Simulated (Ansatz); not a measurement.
**ZnCu: the crystal squeezed far**

An exercise on one series of results from a longer session: the logs are not shown, and one member is left open.

Program: Ansatz 0.2.0. Level of theory: DFT PBEsol, with the methods named in each step. These are calculated values, not measurements.

2 further runs of the same task are left out: 1 that didn't finish, 1 set aside as unsound or not needed.

**The starting structure**

The structure is orthorhombic, space group Cmmm (No. 65). The conventional cell has a = 2.976 Å, b = 4.243 Å, c = 4.141 Å, α = 90.00°, β = 90.00°, γ = 90.00°. Around Zn (site symmetry mmm) lie 4 Cu at 2.55 Å and 4 Zn at 2.59 Å. Cu (site symmetry mmm) is surrounded by 4 Zn at 2.55 Å and 4 Cu at 2.59 Å.

As a file:

```cif
data_structure
_symmetry_space_group_name_H-M 'P 1'
_symmetry_Int_Tables_number 1
_cell_length_a 2.5912
_cell_length_b 2.5912
_cell_length_c 4.1407
_cell_angle_alpha 90.000
_cell_angle_beta 90.000
_cell_angle_gamma 109.902
_cell_volume 26.14
loop_
_atom_site_label
_atom_site_type_symbol
_atom_site_fract_x
_atom_site_fract_y
_atom_site_fract_z
_atom_site_occupancy
Zn1 Zn 0.50000 0.50000 0.50000 1
Cu1 Cu 0.00000 0.00000 0.00000 1
```

Whether this phase is the stable one at these pressures isn't tested.

Atoms are numbered in the order of the input: Zn1, Cu2.

The first run:

Contents of input.yaml:

```yaml
crystal:
  lattice:
    - [1.488039, -2.121279, 0.0]
    - [1.488039, 2.121279, 0.0]
    - [0.0, 0.0, 4.140746]
  atoms:
    - { symbol: Zn, position: [0.5, 0.5, 0.5] }
    - { symbol: Cu, position: [0.0, 0.0, 0.0] }
kpoints:
  mp_grid: { grid: [15, 15, 9] }
  band_path:
    path:
      - [0.0, 0.0, 0.0]
      - [-0.5, 0.5, 0.0]
      - [-0.3730192432, 0.6269807568, 0.0]
      - [0.3730192432, 0.3730192432, 0.0]
      - [0.0, 0.0, 0.0]
      - [0.0, 0.0, 0.5]
      - [0.3730192432, 0.3730192432, 0.5]
      - [-0.3730192432, 0.6269807568, 0.5]
      - [-0.5, 0.5, 0.5]
    npoints: 14
scf:
  occupations: { method: fermi_dirac, width: 0.05 }
hamiltonian:
  xc: pbesol
  pseudopotentials: { kind: all_electron, lapw: { basis_error: 0.001 } }
output:
  forces: true
  stress: true
  eigenvalues: true
  populations: true
```

Launch:

```console
ansatz run input.yaml --threads 1 --pin off --max-ram 2048MiB --backend cpu --events-out ev --progress --plain --runs-dir out
```

Among the steps run: The reference volume, LAPW; Volume scaled by 1, norm-conserving; Volume scaled by 0.6, LAPW; Volume scaled by 0.55, LAPW; Volume scaled by 0.45, LAPW; Volume scaled by 0.45, crystal datasets.

One of the session's tables, all rows but one given; the rest of the session is left out.

| method | volume over the first | volume (Å³/atom) | pressure (GPa) |
| --- | --- | --- | --- |
| LAPW | 1 | 13.070 | -6.49 |
| LAPW | 0.6 | 7.842 | 187.73 |
| LAPW | 0.55 | 7.189 | 276.25 |
| LAPW | 0.45 | 5.882 | 613.78 |
| PAW | 1 | 13.070 | -6.49 |
| PAW | 0.6 | 7.842 | 187.67 |
| PAW | 0.55 | 7.189 | 276.19 |
| PAW | 0.45 | 5.882 | 614.24 |
| crystal datasets | 0.45 | ? | ? |
| norm-conserving | 1 | 13.070 | -6.73 |

**Question.** Estimate the row for crystal datasets, 0.45.

**Answer.** volume (Å³/atom): 5.882; pressure (GPa): 613.77.

Caveats from the session: Rows by PAW come from runs of the same series that aren't printed here. Warnings in the runs' records: crystal datasets made.
